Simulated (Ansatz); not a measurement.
**C2H3Cl2In: up Jacob's ladder to CCSD(T)**

An exercise on one series of results from a longer session: the logs are not shown, and one member is left open.

Computed with Ansatz 0.2.0, Gaussian basis. Level: functionals in def2-TZVPP, the program's frozen cores in correlated methods.

The runs, in order: LDA (SPW92), PBE-D4, revPBE-D4, BLYP-D4, r2SCAN-D4, B97M-V, PBE0-D4, B3LYP-D4, r2SCANh-D4, r2SCAN0-D4, HSE06-D4, BHLYP-D4, CAM-B3LYP-D4, LC-ωPBE, ωB97X-V, ωB97M-V, B2PLYP, PBE-QIDH; CCSD(T)/def2-SVP; CCSD(T)/def2-TZVPP; MP2/def2-QZVPP; extrapolation to the limit; RPA on PBE.

1 further run of the same task is left out (for a known fault of the program).

**The relaxed structure**

The geometry comes from an earlier relaxation with PBE0-D4 in a triple-zeta def2 set; it is a stationary point, not always the lowest conformer. In takes the def2 core potential; no spin-orbit term is included.

SMILES `C=[CH][In]([Cl])[Cl]`, 8 atoms, charge 0, spin multiplicity 1.

Atoms are counted from 1 here; the program's logs count them from 0.

Bond lengths: C1–C2 1.328 Å, C1–H6 1.088 Å, C1–H7 1.086 Å, C2–In3 2.107 Å, C2–H8 1.086 Å, In3–Cl4 2.324 Å, In3–Cl5 2.315 Å. Angles: C2–C1–H6 121.4°, C2–C1–H7 122.6°, H6–C1–H7 116.0°, C1–C2–In3 120.2°, C1–C2–H8 120.5°, In3–C2–H8 119.3°, C2–In3–Cl4 119.4°, C2–In3–Cl5 127.3°, Cl4–In3–Cl5 113.3°.

Set-up of the first run:

The input, in.yaml:

```yaml
crystal:
  periodic: [false, false, false]
  atoms:
    - {symbol: C, position_ang: [-0.219531, -0.992745, 1.166595]}
    - {symbol: C, position_ang: [0.310311, 0.160762, 0.775744]}
    - {symbol: In, position_ang: [0.099168, 0.803128, -1.219625]}
    - {symbol: Cl, position_ang: [-1.070161, -0.523450, -2.727739]}
    - {symbol: Cl, position_ang: [0.917957, 2.753797, -2.160059]}
    - {symbol: H, position_ang: [-0.121653, -1.342115, 2.192325]}
    - {symbol: H, position_ang: [-0.772305, -1.641650, 0.493455]}
    - {symbol: H, position_ang: [0.856204, 0.782273, 1.479312]}
basis:
  gaussian: {orbitals: def2-TZVPP}
hamiltonian: {xc: lda}
output: {orbitals: {seedname: orbitals}}
```

Run with:

```console
$ ansatz run in.yaml --threads 4 --pin off --events-out ev --progress --plain --max-ram 10444MiB
```

Steps of the session up to this table: LDA; PBE-D4 (GGA); revPBE-D4 (GGA); BLYP-D4 (GGA); r2SCAN-D4 (meta-GGA); B97M-V (meta-GGA); B3LYP-D4 (hybrid); r2SCANh-D4 (hybrid); r2SCAN0-D4 (hybrid); HSE06-D4 (hybrid); BHLYP-D4 (hybrid); CAM-B3LYP-D4 (range-separated); LC-ωPBE (range-separated); ωB97X-V (range-separated); ωB97M-V (range-separated); B2PLYP (double hybrid); PBE-QIDH (double hybrid).

One of the session's tables, all rows but one given; the rest of the session is left out.

It belongs to the step «Orbital energies across the functionals». 

| functional | HOMO (eV) | LUMO (eV) | gap (eV) |
| --- | --- | --- | --- |
| LDA (SPW92) | -7.41 | -3.04 | 4.37 |
| PBE-D4 | -7.25 | -2.75 | 4.51 |
| revPBE-D4 | -7.19 | -2.63 | 4.56 |
| BLYP-D4 | -7.10 | -2.65 | 4.45 |
| r2SCAN-D4 | -7.56 | -2.58 | 4.98 |
| B97M-V | -7.62 | -2.65 | 4.97 |
| PBE0-D4 | -8.53 | -1.94 | 6.59 |
| B3LYP-D4 | -8.29 | -2.19 | 6.10 |
| r2SCANh-D4 | -8.03 | -2.28 | 5.74 |
| r2SCAN0-D4 | -8.73 | -1.85 | 6.88 |
| HSE06-D4 | -8.14 | -2.31 | 5.83 |
| BHLYP-D4 | -9.68 | -1.15 | 8.53 |
| CAM-B3LYP-D4 | -9.84 | -1.02 | 8.82 |
| LC-ωPBE | -11.18 | 0.11 | 11.29 |
| ωB97X-V | -10.83 | -0.02 | 10.82 |
| ωB97M-V | ? | ? | ? |

**Question.** Estimate the row for ωB97M-V.

As computed: HOMO (eV): -10.68; LUMO (eV): -0.20; gap (eV): 10.48. In the column «HOMO (eV)» it lies between ωB97X-V (-10.83) and CAM-B3LYP-D4 (-9.84).
